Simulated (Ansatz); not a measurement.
AuS, space group P6_3mc, a test of the smearing width

Computed with Ansatz 0.2.0 through its Python package.

Notebook, run cell by cell (the value of a cell's last expression is shown):

In [1]:
```python
import ansatz as az
```

In [2]:
```python
lattice = az.Lattice.of(
    [3.933116, 0.0, 0.0],
    [-1.966558, 3.406179, 0.0],
    [0.0, 0.0, 6.818175],
)
sites = [
    ("S", [1 / 3, 2 / 3, 0.364685]),
    ("S", [2 / 3, 1 / 3, 0.864685]),
    ("Au", [1 / 3, 2 / 3, 0.010314]),
    ("Au", [2 / 3, 1 / 3, 0.510314]),
]
crystal = az.Crystal(lattice=lattice)
for symbol, position in sites:
    crystal = crystal.atom(symbol, position)
```

In [3]:
```python
[site.symbol for site in crystal.resolved().sites]
```
Out [3]:
```text
['S', 'S', 'Au', 'Au']
```

In [4]:
```python
calculation = (
    crystal.calculation()
    .scf(max_iterations=200, extra_bands=8)
    .kpoints(5, 5, 3, shift=0.5)
    .functional("PBEsol")
    .mixing("broyden", preconditioner="resta")
    .stress()
)

rows = []
for value in [0.25, 0.15, 0.1, 0.05, 0.025]:
    r = calculation.occupations("methfessel_paxton", width=value).run(threads=1, pin="off").report
    rows.append((value, r["free_energy_ev"] / len(r["lattice"]["sites"]), r["n_iterations"], sum(r["stress_gpa"][i][i] for i in range(3)) / 3, r["n_kpoints"]))
```
```text
DeckWarning: basis.ecutwfc = 420 eV, auto-derived from the records' recommended cutoffs: set by S (normal level)
DeckWarning: crystal.symmetry: narrowed to the stabiliser of the k-point mesh — unitary ops 12 → 4; excluded 8 operations that carry a point of the 5×5×3 mesh (shift [0.5, 0.5, 0.5]) off the mesh (the run samples exactly the mesh kpoints.mp_grid names, as under crystal.symmetry.detect: false, and its converged state [...]
```

In [5]:
```python
print("  width (eV)   F/atom (eV)    iterations       P (GPa)      k-points")
for row in rows:
    print(f"{str(row[0]):>12s}  {row[1]:12.5f}  {row[2]:12d}  {row[3]:12.3f}  {row[4]:12d}")
```
```text
  width (eV)   F/atom (eV)    iterations       P (GPa)      k-points
        0.25   -6945.78506             6        -4.995            18
        0.15   -6945.78500             8        -5.050            18
         0.1   -6945.78525             8        -5.118            18
        0.05   -6945.78552             8        -5.142            18
       0.025   -6945.78558             8        -5.138            18
```

In [6]:
```python
for row in rows[:-1]:
    shift = 1000 * (row[1] - rows[-1][1])
    print(f"{row[0]}: {shift:+.2f} meV/atom" + ("  (within 2 meV)" if abs(shift) < 2 else ""))
```
```text
0.25: +0.52 meV/atom  (within 2 meV)
0.15: +0.58 meV/atom  (within 2 meV)
0.1: +0.33 meV/atom  (within 2 meV)
0.05: +0.06 meV/atom  (within 2 meV)
```

Going from 0.025 to 0.25 eV changes F by +0.5 meV an atom. This scheme is built to cancel the term in the square of the width, so the shifts stay small and are partly the mesh's error. The pressure moves from -5.14 to -4.99 GPa.

Reading the output:
- The mesh is modest for a metal, so energies can be off by several to tens of meV an atom and pressures by half a GPa or more; differences at equal mesh fare better.
- The narrowest width needs the finest mesh, so the last row is no converged reference.
- Pressure is positive in compression.
- Spin-orbit coupling, which matters for elements this heavy, is left out.
- The structure comes from a database of computed cells and needn't be a stable or known phase.
- Warnings are shown shortened and without file and line.
- It ran for 9.4 s on 1 thread of Intel(R) Xeon(R) 6975P-C (Granite Rapids), on a shared host, peak memory 0.41 GiB.
